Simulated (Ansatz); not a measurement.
# BFGeH4S: a ladder of functionals and wavefunction methods

The task here is to estimate one member of a computed series from the others.

Method: functionals in def2-TZVPP, the program's frozen cores in correlated methods; program: Ansatz 0.2.0, Gaussian basis.

Plan: LDA (SPW92), PBE-D4, revPBE-D4, BLYP-D4, r2SCAN-D4, B97M-V, PBE0-D4, B3LYP-D4, r2SCANh-D4, r2SCAN0-D4, HSE06-D4, BHLYP-D4, CAM-B3LYP-D4, LC-ωPBE, ωB97X-V, ωB97M-V, B2PLYP, PBE-QIDH; CCSD(T)/def2-SVP; CCSD(T)/def2-TZVPP; MP2/def2-QZVPP; extrapolation to the limit; RPA on PBE.

## The geometry

The geometry comes from an earlier relaxation with PBE0-D4 in a triple-zeta def2 set; it is a stationary point, not always the lowest conformer.

SMILES `F[BH][GeH2][SH]`, 8 atoms, charge 0, spin multiplicity 1.

Atoms are counted from 1 here; the program's logs count them from 0.

Bond lengths: F1–B2 1.319 Å, B2–Ge3 2.077 Å, B2–H5 1.200 Å, Ge3–S4 2.244 Å, Ge3–H6 1.539 Å, Ge3–H7 1.536 Å, S4–H8 1.343 Å. Angles: F1–B2–Ge3 119.5°, F1–B2–H5 117.3°, Ge3–B2–H5 123.0°, B2–Ge3–S4 102.7°, B2–Ge3–H6 116.3°, B2–Ge3–H7 113.8°, S4–Ge3–H6 109.6°, S4–Ge3–H7 103.5°, H6–Ge3–H7 109.8°, Ge3–S4–H8 94.5°.

Set-up of the first run:

in.yaml

```yaml
crystal:
  periodic: [false, false, false]
  atoms:
    - {symbol: F, position_ang: [-1.867077, -1.171947, 0.571111]}
    - {symbol: B, position_ang: [-0.868507, -0.443103, 1.029966]}
    - {symbol: Ge, position_ang: [0.171124, 0.798961, -0.270433]}
    - {symbol: S, position_ang: [1.865769, -0.506216, -0.949871]}
    - {symbol: H, position_ang: [-0.549541, -0.605101, 2.175262]}
    - {symbol: H, position_ang: [-0.608635, 1.311179, -1.494650]}
    - {symbol: H, position_ang: [0.879121, 1.971301, 0.424243]}
    - {symbol: H, position_ang: [1.069845, -1.412072, -1.541627]}
basis:
  gaussian: {orbitals: def2-TZVPP}
hamiltonian: {xc: lda}
output: {orbitals: {seedname: orbitals}}
```

Among the steps run: LDA; PBE-D4 (GGA); revPBE-D4 (GGA); BLYP-D4 (GGA); r2SCAN-D4 (meta-GGA); B97M-V (meta-GGA); PBE0-D4 (hybrid); B3LYP-D4 (hybrid); r2SCANh-D4 (hybrid); r2SCAN0-D4 (hybrid); HSE06-D4 (hybrid); BHLYP-D4 (hybrid); CAM-B3LYP-D4 (range-separated); LC-ωPBE (range-separated); ωB97X-V (range-separated); ωB97M-V (range-separated); B2PLYP (double hybrid); PBE-QIDH (double hybrid).

One table of the session follows, with a row left open; its other results are not shown here.

It belongs to the step «Frontier levels by functional». 

| functional | HOMO (eV) | LUMO (eV) | gap (eV) |
| --- | --- | --- | --- |
| LDA (SPW92) | -6.10 | -3.14 | 2.96 |
| PBE-D4 | -5.99 | -2.87 | 3.13 |
| revPBE-D4 | ? | ? | ? |
| BLYP-D4 | -5.84 | -2.71 | 3.13 |
| r2SCAN-D4 | -6.26 | -2.60 | 3.65 |
| B97M-V | -6.36 | -2.66 | 3.70 |
| PBE0-D4 | -7.18 | -1.94 | 5.24 |
| B3LYP-D4 | -6.95 | -2.15 | 4.80 |
| r2SCANh-D4 | -6.69 | -2.27 | 4.42 |
| r2SCAN0-D4 | -7.35 | -1.79 | 5.57 |
| HSE06-D4 | -6.78 | -2.32 | 4.47 |
| BHLYP-D4 | -8.25 | -0.94 | 7.31 |
| CAM-B3LYP-D4 | -8.47 | -0.84 | 7.63 |
| LC-ωPBE | -9.82 | 0.35 | 10.17 |
| ωB97X-V | -9.48 | 0.24 | 9.72 |
| ωB97M-V | -9.31 | 0.02 | 9.33 |

Q: Estimate the row for revPBE-D4 from the others.

**Answer.** HOMO (eV): -5.95; LUMO (eV): -2.75; gap (eV): 3.19. In the column «HOMO (eV)» it lies between PBE-D4 (-5.99) and BLYP-D4 (-5.84).
